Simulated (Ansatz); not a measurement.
**C₂H₇GeNO: one species, many methods**

An exercise on one series of results from a longer session: the logs are not shown, and one member is left open.

Program: Ansatz 0.2.0, Gaussian basis. Level of theory: functionals in def2-TZVPP, the program's frozen cores in correlated methods. These are calculated values, not measurements.

Levels to be run: PBE-D4, r2SCAN-D4, PBE0-D4, B3LYP-D4, ωB97X-V, ωB97M-V, B2PLYP; CCSD(T)/def2-TZVPP; MP2/def2-QZVPP; extrapolation to the limit.

## The relaxed structure

All runs share one geometry, relaxed beforehand with PBE0-D4 in a triple-zeta def2 set.

12 atoms, charge 0, spin multiplicity 1.

Atoms are counted from 1 here; the program's logs count them from 0.

Bond lengths: C1–Ge2 1.928 Å, C1–H6 1.090 Å, C1–H7 1.090 Å, C1–H8 1.090 Å, Ge2–O3 1.772 Å, Ge2–C4 1.909 Å, Ge2–N5 1.849 Å, O3–H9 0.961 Å, C4–N5 1.505 Å, C4–H10 1.088 Å, C4–H11 1.090 Å, N5–H12 1.012 Å. Angles: Ge2–C1–H6 109.7°, Ge2–C1–H7 109.6°, Ge2–C1–H8 109.7°, H6–C1–H7 108.9°, H6–C1–H8 109.3°, H7–C1–H8 109.6°, C1–Ge2–O3 108.4°, C1–Ge2–C4 126.8°, C1–Ge2–N5 124.7°, O3–Ge2–C4 122.9°, O3–Ge2–N5 112.6°, C4–Ge2–N5 47.2°, Ge2–O3–H9 110.5°, Ge2–C4–N5 64.3°, Ge2–C4–H10 122.6°, Ge2–C4–H11 117.8°, N5–C4–H10 114.0°, N5–C4–H11 117.5° and more.

The first run:

Input file in.yaml:

```yaml
crystal:
  periodic: [false, false, false]
  atoms:
    - {symbol: C, position_ang: [-1.715576, -0.408694, 0.635551]}
    - {symbol: Ge, position_ang: [0.175315, -0.178321, 0.338180]}
    - {symbol: O, position_ang: [1.029083, -0.550609, 1.845796]}
    - {symbol: C, position_ang: [1.060950, -0.043980, -1.347354]}
    - {symbol: N, position_ang: [0.931754, 1.240606, -0.573646]}
    - {symbol: H, position_ang: [-1.915332, -1.430565, 0.957719]}
    - {symbol: H, position_ang: [-2.049205, 0.278836, 1.412823]}
    - {symbol: H, position_ang: [-2.259408, -0.209407, -0.287530]}
    - {symbol: H, position_ang: [1.911271, -0.168710, 1.836671]}
    - {symbol: H, position_ang: [2.088124, -0.368703, -1.497139]}
    - {symbol: H, position_ang: [0.458218, -0.151224, -2.248912]}
    - {symbol: H, position_ang: [0.361807, 1.935571, -1.038258]}
basis:
  gaussian: {orbitals: def2-TZVPP}
hamiltonian: {xc: pbe, dispersion: d4}
output: {forces: true, orbitals: {seedname: orbitals}}
```

On the command line:

```sh
> ansatz run in.yaml --threads 4 --pin off --events-out ev --progress --plain --max-ram 10444MiB
```

Among the steps run: PBE-D4 (GGA); r2SCAN-D4 (meta-GGA); PBE0-D4 (hybrid); B3LYP-D4 (hybrid); ωB97X-V (range-separated); ωB97M-V (range-separated); B2PLYP (double hybrid); CCSD(T) in def2-TZVPP; MP2 in def2-QZVPP.

One of the session's tables, all rows but one given; the rest of the session is left out.

| method | atomisation energy (kcal/mol) |
| --- | --- |
| PBE-D4 | 1057.4 |
| r2SCAN-D4 | 1034.6 |
| PBE0-D4 | 1034.1 |
| B3LYP-D4 | 1030.4 |
| ωB97X-V | 1037.5 |
| ωB97M-V | 1034.2 |
| B2PLYP | 1022.1 |
| HF/def2-TZVPP | 710.0 |
| MP2/def2-TZVPP | 1027.0 |
| CCSD/def2-TZVPP | 991.3 |
| CCSD(T)/def2-TZVPP | 1009.6 |
| MP2/CBS | ? |
| CCSD(T)/CBS | 1037.7 |

**Question.** Estimate the row for MP2/CBS.

As computed: atomisation energy (kcal/mol): 1055.1. In the column «atomisation energy (kcal/mol)» it lies between CCSD(T)/CBS (1037.7) and PBE-D4 (1057.4).

Among the levels timed on like hardware and quicker than the yardstick, those that no quicker one beats, quickest first: PBE-D4 (3.1 s, +19.8 kcal/mol); PBE0-D4 (4.1 s, -3.6 kcal/mol); r2SCAN-D4 (6.5 s, -3.1 kcal/mol); ωB97X-V (10 s, -0.2 kcal/mol).

B2PLYP carry no dispersion term (for B3LYP, D4 adds 8.8 kcal/mol).
